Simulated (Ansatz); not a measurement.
# PH2F (phosphinous fluoride(8ci,9ci)): CCSDT(Q)/STO-3G

What is the electronic atomisation energy of PH2F (phosphinous fluoride(8ci,9ci)) at CCSDT(Q)/STO-3G? 

The results are computed with Ansatz 0.2.0.

50 further runs of the same task are left out: 50 set aside as unsound or not needed.

## 1. The system as given

PH2F: 4 atoms, total charge 0, spin state singlet. As SMILES, `FP`. The coordinates come from a GFN2-xTB relaxation.

Bond lengths: F1–P2 1.632 Å, P2–H3 1.406 Å, P2–H4 1.406 Å. Angles: F1–P2–H3 93.5°, F1–P2–H4 93.5°, H3–P2–H4 91.6°.

## 2. A single-point energy at CCSDT(Q)/STO-3G

The input, run.yaml:

```yaml
crystal:
  periodic: [false, false, false]
  atoms:
    - {symbol: F, position_ang: [1.160540, 0.668850, -0.222660]}
    - {symbol: P, position_ang: [-0.072030, -0.369080, -0.479670]}
    - {symbol: H, position_ang: [-1.053910, 0.574260, -0.129560]}
    - {symbol: H, position_ang: [-0.034600, -0.874030, 0.831900]}
basis:
  gaussian: {orbitals: STO-3G}
correlation: {method: ccsdt_q, frozen_orbitals: {F: 1, H: 0, P: 5}}
accuracy: high
scf: {omitted_lower_state_checks: [cluster_reference, increment]}
```

On the command line:

```sh
$ ansatz run run.yaml --threads 1 --pin off --max-ram 2610MiB --events-out events.jsonl --progress --plain --runs-dir runs
```

The log of the run, cut to the lines that bear on the results:

```text
Warning: RAYON_NUM_THREADS=1 ignored (pool sized by the plan → 1); use --threads N
Functional definition: HF
  name "HF"
[...]
268 factors; integrals over basis functions are off by at most 1.5e-8 eV
[...]
mean field -11866.48909420 eV, -436.0854308167 hartree, gradient 7.6e-8 eV, S^2 0.000000; 0 other end points of the search recorded, 0 dependent functions left out
6 core orbitals not correlated: weight in the atoms' cores, before any rotation towards them, 1.000 or more for the frozen orbitals, at most 0.000 for the correlated occupied ones
reference -11866.48909420 eV, -436.0854308167 hartree; 7, 7 occupied and 3, 3 virtual orbitals, 268 factors
second order -1.41796994 eV of doubles, -0.00000000 eV of singles
cycle   1  -1.79857962 eV  change   -3.8e-1 eV  update   6.1e-2
[...]
cycle  24  -2.06790323 eV  change   6.2e-10 eV  update  2.8e-10
perturbative correction -0.00056549 eV, -0.0000207813 hartree
Total energy: -11868.55756292 eV, -436.1614456401 hartree
Checks for a lower state left out: cluster_reference, increment
```

It took 0.16 s on 1 thread of Arm Neoverse V2, shared host.

## 3. The F atom at the same level

The input, in.yaml:

```yaml
crystal:
  periodic: [false, false, false]
  atoms:
    - {symbol: F, position_ang: [0.000000, 0.000000, 0.000000]}
basis:
  gaussian:
    orbitals: STO-3G
total_charge: 0
magnetization:
  spin_polarized: true
  initial_magnetization: 1
correlation:
  method: ccsdt_q
  frozen_orbitals: {F: 1}
accuracy: high
scf:
  omitted_lower_state_checks: [cluster_reference, increment]
```

Run the same way, it converges to -97.98651 Eh (log not shown).

## 4. The H atom: a single-point energy at UHF/STO-3G

The input, molecule.yaml:

```yaml
crystal:
  periodic: [false, false, false]
  atoms:
    - {symbol: H, position_ang: [0.000000, 0.000000, 0.000000]}
basis:
  gaussian:
    orbitals: STO-3G
magnetization:
  spin_polarized: true
  initial_magnetization: 1
hamiltonian:
  xc: hf
accuracy: high
```

On the command line:

```sh
$ ansatz run molecule.yaml --threads 1 --pin off --max-ram 2610MiB --events-out events.jsonl --progress --plain --runs-dir runs
```

The log of the run:

```text
Warning: RAYON_NUM_THREADS=1 ignored (pool sized by the plan → 1); use --threads N
Functional definition: HF
  name "HF"
  exchange = exact_x
  correlation = 0
1 factors; integrals over basis functions are off by at most 4.6e-10 eV
mean field evaluation 1: about -12.6963 eV, gradient 0.0e0 eV
mean field evaluation 2: about -12.6963 eV, gradient 0.0e0 eV
mean field -12.69633895 eV, -0.4665818504 hartree, gradient 0.0e0 eV, S^2 0.750000; 0 other end points of the search recorded, 0 dependent functions left out
reference -12.69633895 eV, -0.4665818504 hartree; 1, 0 occupied and 0, 1 virtual orbitals, 1 factors
Total energy: -12.69633895 eV, -0.4665818504 hartree
```

Run time: 0.02 s. Hardware: 1 thread of Arm Neoverse V2, shared host.

## 5. The P atom

The input, in.yaml:

```yaml
crystal:
  periodic: [false, false, false]
  atoms:
    - symbol: P
      position_ang: [0.000000, 0.000000, 0.000000]
basis:
  gaussian: {orbitals: STO-3G}
magnetization: {spin_polarized: true, initial_magnetization: 3}
correlation: {method: ccsdt_q, frozen_orbitals: {P: 5}}
accuracy: high
scf: {omitted_lower_state_checks: [cluster_reference, increment]}
```

Run the same way, it converges to -336.86877 Eh (log not shown).

## 6. Summary of results

Level: CCSDT(Q)/STO-3G, 6 core orbitals frozen.

| quantity | value |
| --- | --- |
| molecule: total energy | -436.16145 Eh |
| molecule: correlation energy (6 core orbitals frozen) | -76.0 mEh |
| molecule: T1 diagnostic | 0.009 |
| F atom: total energy | -97.98651 Eh |
| F atom: correlation energy (1 core orbital frozen) | 0.0 mEh |
| F atom: ⟨S²⟩ of the reference determinant | 0.750 |
| F atom: T1 diagnostic | 0.000 |
| H atom: total energy | -0.46658 Eh |
| H atom: ⟨S²⟩ | 0.750 |
| P atom: total energy | -336.86877 Eh |
| P atom: correlation energy (5 core orbitals frozen) | 0.0 mEh |
| P atom: ⟨S²⟩ of the reference determinant | 3.750 |
| P atom: T1 diagnostic | 0.000 |
| electronic atomisation energy | 10.150 eV |

Taking the molecule apart into free atoms costs 10.15 eV (234 kcal/mol), before zero-point energy and without spin-orbit coupling. In a minimal basis such a difference can be off by several eV, whatever the method.
